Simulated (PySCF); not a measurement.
**CH5BClN (SMILES CNBCl) at BLYP/def2-SVP**

What is the energy change on altering one bond length of CH5BClN at BLYP/def2-SVP? Input form: a Python script.

Program for the calculation: PySCF 2.14.0.

3 further runs of the same task are left out: 3 set aside as unsound or not needed.

## Step 1: The system as given

CH5BClN: 9 atoms, total charge 0, spin state singlet. As SMILES, `CNBCl`. Geometry: relaxed at PBE0-D4/def2-TZVP. This is one conformer, not always the lowest.

Bond lengths: C1–N2 1.445 Å, N2–B3 1.381 Å, B3–Cl4 1.771 Å, C1–H5 1.094 Å, C1–H6 1.094 Å, C1–H7 1.090 Å, N2–H8 1.009 Å, B3–H9 1.192 Å. Some angles: C1–N2–B3 126.0°, N2–B3–Cl4 119.6°, C1–N2–H8 115.0°, B3–N2–H8 119.0°, N2–C1–H5 111.4°, N2–C1–H6 111.4°, N2–C1–H7 109.2°, N2–B3–H9 121.5°, Cl4–B3–H9 118.9°, H5–C1–H6 108.3°.

## Step 2: The energy at BLYP/def2-SVP

The input, calc.py:

```python
from pyscf import gto, dft

mol = gto.Mole()
mol.atom = '''
C      0.510100     0.482100    -0.973400
N     -0.407900    -0.226000    -0.111700
B     -0.261100    -0.415200     1.248200
Cl    -1.495300    -1.314500     2.144800
H      0.907000    -0.170400    -1.756500
H      0.027900     1.338900    -1.452800
H      1.346700     0.849900    -0.380000
H     -1.220500    -0.605500    -0.573900
H      0.681600     0.014200     1.838200
'''
mol.basis = 'def2-svp'
mol.spin = 0
mol.verbose = 3
mol.max_memory = 1860
mol.build()

mf = dft.RKS(mol, xc='blyp')
mf.conv_tol = 1e-10
mf.grids.level = 5
mf.kernel()
if not mf.converged:
    mf = mf.newton().run(mf.mo_coeff, mf.mo_occ)

etot = mf.e_tot
print('E = %.10f Eh' % etot)
```

Run with:

```
OMP_NUM_THREADS=1 python calc.py
```

Log:

```text
converged SCF energy = -580.691650314272
E = -580.6916503143 Eh
```

Run time: 20 s. Hardware: 1 thread of Intel Xeon Platinum 8488C (Sapphire Rapids), shared host; peak memory 0.42 GiB.

## Step 3: The distorted shape, same level

The input, job.py:

```python
from pyscf import gto, dft

molecule = gto.M(
    atom='''
C        0.488085       0.510473      -1.177338
N       -0.429915      -0.197627      -0.315638
B       -0.261100      -0.415200       1.248200
Cl      -1.495300      -1.314500       2.144800
H        0.884985      -0.142027      -1.960438
H        0.005885       1.367273      -1.656738
H        1.324685       0.878273      -0.583938
H       -1.242515      -0.577127      -0.777838
H        0.681600       0.014200       1.838200
''',
    basis='def2-svp',
    charge=0,
    verbose=3,
    max_memory=1860,
)

myscf = dft.RKS(molecule, xc='blyp')
myscf.grids.level = 5
myscf.conv_tol = 1e-10
myscf.kernel()
if not myscf.converged:
    myscf = myscf.newton().run(myscf.mo_coeff, myscf.mo_occ)

e_final = myscf.e_tot
print(f'total energy: {e_final:.8f} hartree')
```

Run with:

```
OMP_NUM_THREADS=1 python job.py
```

Log:

```text
converged SCF energy = -580.672927336818
total energy: -580.67292734 hartree
```

Wall time 20 s (1 thread of Intel Xeon Platinum 8488C (Sapphire Rapids), shared host); peak memory 0.43 GiB.

## Step 4: Summary of results

Level: BLYP/def2-SVP.

| quantity | value |
| --- | --- |
| first shape: total energy | -580.69165 Eh |
| first shape: dipole moment | 2.76 D |
| first shape: HOMO energy | -6.10 eV |
| first shape: LUMO energy | -0.15 eV |
| first shape: HOMO–LUMO gap | 5.95 eV |
| distorted shape: total energy | -580.67293 Eh |
| distorted shape: dipole moment | 2.04 D |
| distorted shape: HOMO energy | -5.58 eV |
| distorted shape: LUMO energy | -0.93 eV |
| distorted shape: HOMO–LUMO gap | 4.65 eV |
| energy change with the N2–B3 bond stretched from 1.381 to 1.588 Å | 0.509 eV |

What this shows: With the N2–B3 bond stretched from 1.381 to 1.588 Å the energy rises by 0.51 eV (49.2 kJ/mol). The first shape isn't relaxed at this level, so the change isn't measured from a minimum.
